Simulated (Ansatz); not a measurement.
Crystal: HPbNO4.

```
H Pb N O
1.0
     4.12040   -0.00081   -0.01120
     0.00404    6.42722    0.05360
     0.02791    3.20707    7.74994
H Pb N O
2 2 2 8
Direct
  0.90366 0.21821 0.48851
  0.40337 0.78177 0.51142
  0.39455 0.30863 0.70725
  0.89489 0.69135 0.29266
  0.63409 0.19990 0.20730
  0.13386 0.80012 0.79275
  0.90829 0.32866 0.54369
  0.53792 0.39076 0.19497
  0.53483 0.11279 0.10602
  0.83718 0.08887 0.32672
  0.40817 0.67132 0.45624
  0.03774 0.60924 0.80520
  0.03429 0.88737 0.89397
  0.33716 0.91101 0.67330
```

The cell was built by a generator and needn't be a form met in nature.

Base run:

- Program: Ansatz 0.2.0
- Functional: RPBE
- Potentials or basis: all-electron LAPW, scalar-relativistic
- Cutoff: 691 eV
- Density cutoff: 2765 eV
- Basis error allowed: 0.003 eV/atom
- k mesh: 5 × 4 × 3
- Occupations: fermi-dirac, width 0.05 eV
- Spin: no spin polarisation

Its results: band gap on the k mesh 3.37 eV, indirect (least direct gap 3.45 eV); pressure 2.5 GPa; largest force 0.245 eV/Å.

Task: The run is repeated on the same cell with these changes: functional from RPBE to revPBE. What comes out?

Result: Band gap on the k mesh 3.36 eV, indirect (least direct gap 3.44 eV); pressure 1.9 GPa; largest force 0.162 eV/Å.

Caveats: spin-orbit coupling is left out, which as a rule narrows the gap of such compounds by several tenths of an eV.

A k mesh can miss the band edges.

Not every run made on this cell is shown here.
